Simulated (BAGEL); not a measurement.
# UHF/STO-3G (density fitting with qzvpp-jkfit) run of GeH2ClO (SMILES [O][GeH2][Cl])

What is the vertical ionisation energy of GeH2ClO at UHF/STO-3G (density fitting with qzvpp-jkfit)? 

The calculation is run with BAGEL 1.2.2.

3 further runs of the same task are left out: 3 set aside as unsound or not needed. Runs told in other sessions of the task aren't counted.

## Step 1: Starting point

GeH2ClO has 5 atoms, charge 0, and is taken as a doublet. SMILES: `[O][GeH2][Cl]`. The coordinates come from a PBE0-D4/def2-TZVP relaxation.

Bond lengths: O1–Ge2 1.781 Å, Ge2–Cl3 2.144 Å, Ge2–H4 1.531 Å, Ge2–H5 1.531 Å. Angles: O1–Ge2–Cl3 110.8°, O1–Ge2–H4 106.5°, O1–Ge2–H5 106.5°, Cl3–Ge2–H4 108.2°, Cl3–Ge2–H5 108.2°, H4–Ge2–H5 116.7°.

## Step 2: A single-point energy at UHF/STO-3G (density fitting with qzvpp-jkfit)

Input file input.json:

```json
{ "bagel" : [

{
  "title" : "molecule",
  "basis" : "sto-3g",
  "df_basis" : "qzvpp-jkfit",
  "angstrom" : true,
  "geometry" : [
    { "atom" : "O", "xyz" : [   -0.272400,   -0.591800,    1.625500 ] },
    { "atom" : "Ge", "xyz" : [    0.123700,   -0.081200,   -0.034500 ] },
    { "atom" : "Cl", "xyz" : [   -1.347100,    1.290100,   -0.778900 ] },
    { "atom" : "H", "xyz" : [    0.081000,   -1.343800,   -0.899000 ] },
    { "atom" : "H", "xyz" : [    1.464600,    0.653000,    0.045400 ] }
  ]
},
{
  "title" : "uhf",
  "nopen" : 1
},
{
  "title" : "print",
  "file" : "orbitals.molden",
  "orbitals" : true
}

]}
```

Started as:

```
BAGEL_NUM_THREADS=1 BAGEL input.json > input.out
```

Standard output:

```text
* using 1 threads per process

  ===============================================================
  ===============================================================

  *** Geometry ***

  { "atom" : "O", "xyz" : [     -0.514761,     -1.118340,      3.071750 ] },
  { "atom" : "Ge", "xyz" : [      0.233759,     -0.153446,     -0.065196 ] },
  { "atom" : "Cl", "xyz" : [     -2.545650,      2.437936,     -1.471908 ] },
  { "atom" : "H", "xyz" : [      0.153068,     -2.539414,     -1.698864 ] },
  { "atom" : "H", "xyz" : [      2.767693,      1.233991,      0.085794 ] },

  Number of auxiliary basis functions:      507

  Since a DF basis is specified, we compute 2- and 3-index integrals:
    o Being stored without compression. Storage requirement is 0.005 GB

  Number of basis functions:       34
  Number of electrons      :       59

    * METHOD: MOLECULE                             0.16

  *** Open-shell HF ***

  === Nuclear Repulsion ===
   264.0476202487

      * DIIS with orbital gradients will be used.

  === UHF iteration (sto-3g) ===
      0      -2581.18569389          0.03725864           0.05
      1      -2581.35458055          0.01491501           0.05
      2      -2581.38675509          0.00366455           0.05
      3      -2581.38884232          0.00104088           0.05
      4      -2581.38926060          0.00007226           0.05
      5      -2581.38932147          0.00002858           0.05
      6      -2581.38935037          0.00001040           0.05
      7      -2581.38936122          0.00000430           0.05
      8      -2581.38936379          0.00000109           0.05
      9      -2581.38936403          0.00000047           0.05
     10      -2581.38936408          0.00000014           0.05
     11      -2581.38936409          0.00000006           0.05
     12      -2581.38936409          0.00000002           0.05
     13      -2581.38936409          0.00000001           0.05
    * SCF iteration converged.

    * S^2 (UHF) is 0.7579

    * Permanent dipole moment:
           (   -0.930058,     0.614140,     0.064353) a.u.

    * METHOD: UHF                                  0.81

    * METHOD: PRINT                                0.00

  ===============================================================
```

It took 1.1 s on 1 thread of Arm Neoverse V2, shared host.

## Step 3: The singlet cation

input.json: that of step 2 with these lines changed.

```diff
@@ -16,4 +16,4 @@
 {
-  "title" : "uhf",
-  "nopen" : 1
+  "title" : "hf",
+  "charge" : 1
 },
```

Started as:

```
BAGEL_NUM_THREADS=1 BAGEL input.json > input.out
```

Standard output:

```text
* using 1 threads per process

  ===============================================================
  ===============================================================

  *** Geometry ***

  { "atom" : "O", "xyz" : [     -0.514761,     -1.118340,      3.071750 ] },
  { "atom" : "Ge", "xyz" : [      0.233759,     -0.153446,     -0.065196 ] },
  { "atom" : "Cl", "xyz" : [     -2.545650,      2.437936,     -1.471908 ] },
  { "atom" : "H", "xyz" : [      0.153068,     -2.539414,     -1.698864 ] },
  { "atom" : "H", "xyz" : [      2.767693,      1.233991,      0.085794 ] },

  Number of auxiliary basis functions:      507

  Since a DF basis is specified, we compute 2- and 3-index integrals:
    o Being stored without compression. Storage requirement is 0.005 GB

  Number of basis functions:       34
  Number of electrons      :       59

    * METHOD: MOLECULE                             0.16

  *** RHF ***

  === Nuclear Repulsion ===
   264.0476202487

      * DIIS with orbital gradients will be used.

  === RHF iteration (sto-3g) ===
      0      -2580.85893756          0.01468819           0.03
      1      -2580.96586575          0.00650886           0.02
      2      -2580.98475947          0.00269699           0.02
      3      -2580.99159961          0.00096826           0.02
      4      -2580.99275942          0.00020904           0.02
      5      -2580.99282543          0.00004963           0.02
      6      -2580.99282869          0.00001174           0.03
      7      -2580.99282887          0.00000183           0.03
      8      -2580.99282887          0.00000037           0.02
      9      -2580.99282887          0.00000009           0.02
     10      -2580.99282887          0.00000002           0.03
     11      -2580.99282887          0.00000002           0.02
     12      -2580.99282887          0.00000002           0.02
     13      -2580.99282887          0.00000002           0.02
     14      -2580.99282887          0.00000002           0.02
     15      -2580.99282887          0.00000002           0.03
     16      -2580.99282887          0.00000001           0.02
     17      -2580.99282887          0.00000001           0.02
    * SCF iteration converged.

    * Permanent dipole moment:
           (   -1.226768,     1.492286,    -1.357805) a.u.

    * METHOD: HF                                   0.55

    * METHOD: PRINT                                0.00

  ===============================================================
```

It took 0.86 s on 1 thread of Arm Neoverse V2, shared host.

## Step 4: What came out

At UHF/STO-3G (density fitting with qzvpp-jkfit):

| quantity | value |
| --- | --- |
| doublet GeH2ClO: total energy | -2581.38936 Eh |
| doublet GeH2ClO: dipole moment | 2.84 D |
| doublet GeH2ClO: ⟨S²⟩ | 0.758 |
| singlet cation: total energy | -2580.99283 Eh |
| singlet cation: HOMO energy | -16.18 eV |
| singlet cation: LUMO energy | -7.96 eV |
| singlet cation: HOMO–LUMO gap | 8.22 eV |
| vertical ionisation energy (to the singlet cation) | 10.790 eV |

Removing an electron at fixed nuclei costs 10.79 eV (1041 kJ/mol). Only the singlet of the ionised species was computed; a triplet could lie lower. In a minimal basis such a difference can be off by several eV, whatever the method.
